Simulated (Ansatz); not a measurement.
**BGeH₃+ (quartet): wave-function methods side by side, cc-pVDZ**

Aim: climb from Hartree-Fock through coupled cluster and multireference methods for BGeH₃+ (quartet) at one geometry and basis, and see what each rung misses.

Program: Ansatz 0.2.0, Gaussian basis. Level of theory: cc-pVDZ, core rule «outside noble gas», up to 15 orbitals frozen. These are calculated values, not measurements.

To be run: UHF; CCSD(T) on ROHF; CCSD(T) on UHF; BCCD(T) on ROHF; CISD; CCSDT(Q) on ROHF; CCSDT(Q) on UHF; CASSCF and MRCISD+Q, 9 electrons in 11 orbitals; CASSCF and NEVPT2, 9 electrons in 11 orbitals.

23 further runs of the same task are left out: 1 for a mislabelled method, 2 for a known fault of the program, 8 that didn't finish, 12 set aside as unsound or not needed.

## 1. The geometry

The geometry is a PBE0/def2-TZVP stationary point (not a proven minimum) of the parent state, kept for this charge and spin. No spin-orbit coupling is included. The filled d shell of Ge may be among the frozen orbitals whatever the setting's name suggests; the logs give the count.

5 atoms, charge 1, spin multiplicity 4.

Atoms are counted from 1 here; the program's logs count them from 0.

Bond lengths: Ge1–B2 2.042 Å, Ge1–H3 1.540 Å, Ge1–H4 1.541 Å, Ge1–H5 1.540 Å. Angles: B2–Ge1–H3 113.2°, B2–Ge1–H4 102.7°, B2–Ge1–H5 113.2°, H3–Ge1–H4 109.4°, H3–Ge1–H5 108.8°, H4–Ge1–H5 109.4°.

Geometry (Å):

```
Ge   -0.0015    0.0000    0.2371
B     0.0296    0.0000   -1.8042
H     0.6489    1.2522    0.8545
H    -1.5097   -0.0001    0.5523
H     0.6491   -1.2522    0.8545
```

## 2. UHF

in.yaml

```yaml
crystal:
  periodic: [false, false, false]
  atoms:
    - {symbol: Ge, position_ang: [-0.001461, 0.000000, 0.237148]}
    - {symbol: B, position_ang: [0.029551, 0.000003, -1.804248]}
    - {symbol: H, position_ang: [0.648910, 1.252233, 0.854533]}
    - {symbol: H, position_ang: [-1.509666, -0.000094, 0.552300]}
    - {symbol: H, position_ang: [0.649065, -1.252153, 0.854532]}
basis:
  gaussian: {orbitals: cc-pVDZ}
total_charge: 1
magnetization: {spin_polarized: true, initial_magnetization: 3}
hamiltonian: {xc: hf}
output: {orbitals: {seedname: orbitals}}
```

On the command line:

```bash
$ ansatz run in.yaml --threads 1 --pin off --events-out ev --progress --plain --max-ram 2393MiB
```

After this run come: CCSD(T) on ROHF; CCSD(T) on UHF; BCCD(T) on ROHF; CISD; CCSDT(Q) on ROHF; CCSDT(Q) on UHF; CASSCF and MRCISD+Q, 9 electrons in 11 orbitals; CASSCF and NEVPT2, 9 electrons in 11 orbitals.

**Question.** What will the summary of the whole plan be? Wanted: UCCSDT(Q) below the RHF energy; RMP2 from UCCSDT(Q); UMP2 from UCCSDT(Q); RCCSD from UCCSDT(Q); RCCSD(T) from UCCSDT(Q); UCCSD(T) from UCCSDT(Q); RCCSDT(Q) from UCCSDT(Q); NEVPT2 valence from UCCSDT(Q); MRCISD+Q valence from UCCSDT(Q).

As calculated:

| quantity | value |
| --- | --- |
| UCCSDT(Q) below the RHF energy | -4.1474 eV |
| RMP2 from UCCSDT(Q) | +1118.4 meV |
| UMP2 from UCCSDT(Q) | +1101.8 meV |
| RCCSD from UCCSDT(Q) | +176.6 meV |
| RCCSD(T) from UCCSDT(Q) | +61.0 meV |
| UCCSD(T) from UCCSDT(Q) | +58.5 meV |
| RCCSDT(Q) from UCCSDT(Q) | +2.6 meV |
| NEVPT2 valence from UCCSDT(Q) | +637.7 meV |
| MRCISD+Q valence from UCCSDT(Q) | +51.5 meV |
| levels within 1 kcal/mol (43 meV) | RCCSDT, UCCSDT, RCCSDT(Q) |
| T1 diagnostic | 0.033 |
| effectively unpaired electrons | 3.03 |

RCCSD(T) misses by +61.0 meV, 1.5 % of the correlation energy. One determinant dominates. Of the multireference levels listed MRCISD+Q valence comes nearest in total energy (+51.5 meV), which doesn't show that its space is the better one. These misses are within one basis, not against nature; the frozen cores of restricted and unrestricted runs differ, which can shift their rows.
